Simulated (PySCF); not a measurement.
# C2H4Sn: the cost of one run

Computed with PySCF 2.14.0 and routines of our own; the level stands in each step. Atoms count from 0.

## (1) The system as given

7 atoms, charge 0, multiplicity 1; geometry from: GFN2-xTB.

## (2) Geometry optimisation at PBE0-D3(BJ)/def2-SVP

The job: settings as JSON, then the geometry in Å.

```
{"job": {"xc": "PBE0", "basis": "def2-SVP", "d3": "d3bj", "grid": 1, "maxiter": 30, "shake": 0.01, "kind": "geom"}, "charge": 0, "multiplicity": 1}
C      2.042550     0.580130    -0.030940
C      0.866500     0.254970    -0.018250
Sn    -1.121320    -0.331170     0.004130
H      3.063910     0.909680    -0.054180
H     -1.742550     0.034340     1.479380
H     -1.175160    -1.953320    -0.251090
H     -1.899980     0.476260    -1.178980
```

Launch:

```
$ OMP_NUM_THREADS=1 python heavy_run.py task.json out
```

This one command runs all jobs of the session in turn.

**Question.** How long does this first job take on 1 thread of Arm Neoverse V2, shared host, and how much memory does it need?

About 12 s, with a peak of 0.32 GiB.
